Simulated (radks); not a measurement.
# Ionisation of P¹²⁺: one atom, several choices of relativity

An exercise on one series of results from a longer session: the logs are not shown, and one member is left open.

Method: Kohn-Sham, PBE, spin-unpolarised, spherical densities. Code: radks (a radial shooting solver on a logarithmic mesh, Libxc functionals) version 1.

2 further runs of the same task are left out: 2 set aside as unsound or not needed.

### The atom as given

```
element       : phosphorus (Z = 15)
charge        : +12
electrons     : 3
configuration : [He] 2s1
ion           : P¹³⁺, [He]
choices       : non-relativistic; scalar-relativistic; Dirac, 2j+1 shares; scalar-relativistic, finite nucleus; Dirac, 2j+1 shares, finite nucleus; Dirac, c × 10; Dirac, c × 3; Dirac, c × 100
```

The outer shells:

P¹²⁺
```
[He] core
2s [↑ ]
```

P¹³⁺
```
1s [↑↓]
```

Set-up of the first run:

Settings of this run:

```text
Z 15
configuration [He] 2s1 2p0 3s0
relativity non-relativistic
functional pbe,pbe
spin unpolarised
nucleus point
```

Steps of the session up to this table: non-relativistic: P¹²⁺.

One table of the session follows, with a row left open; its other results are not shown here.

It belongs to the step «non-relativistic: P¹²⁺». Radial density 4πr²ρ:

| r (bohr) | 4πr²ρ (e/bohr) |
| --- | --- |
| 0.00414 | 0.4113 |
| 0.00575 | 0.7552 |
| 0.00798 | 1.361 |
| 0.0111 | 2.389 |
| 0.0154 | 4.047 |
| 0.0213 | 6.518 |
| 0.0296 | 9.795 |
| 0.0411 | 13.37 |
| 0.0571 | 15.96 |
| 0.0786 | 15.87 |
| 0.109 | 12.27 |
| 0.152 | 6.840 |
| 0.210 | 3.139 |
| 0.292 | 2.523 |
| 0.405 | ? |
| 0.563 | 1.455 |
| 0.781 | 0.3370 |
| 1.08 | 0.02403 |

Q: Estimate the row for r (bohr) = 0.405 from the others.

Worked estimate for «4πr²ρ (e/bohr)». A straight line through the neighbours (0.292, 2.523) and (0.563, 1.455) gives 2.523 + (1.455 − 2.523) × (0.405 − 0.292) / (0.563 − 0.292) = 2.078; a parabola fitted to 4 rows on both sides gives 2.127.

The run gave: 4πr²ρ (e/bohr): 2.585. In «4πr²ρ (e/bohr)» the line misses by -0.507 and the parabola by -0.458. Between these rows the values bend or scatter more than so simple an estimate can follow.

Limits of these values: Spin polarisation and multiplet splitting of open shells are left out at every level.
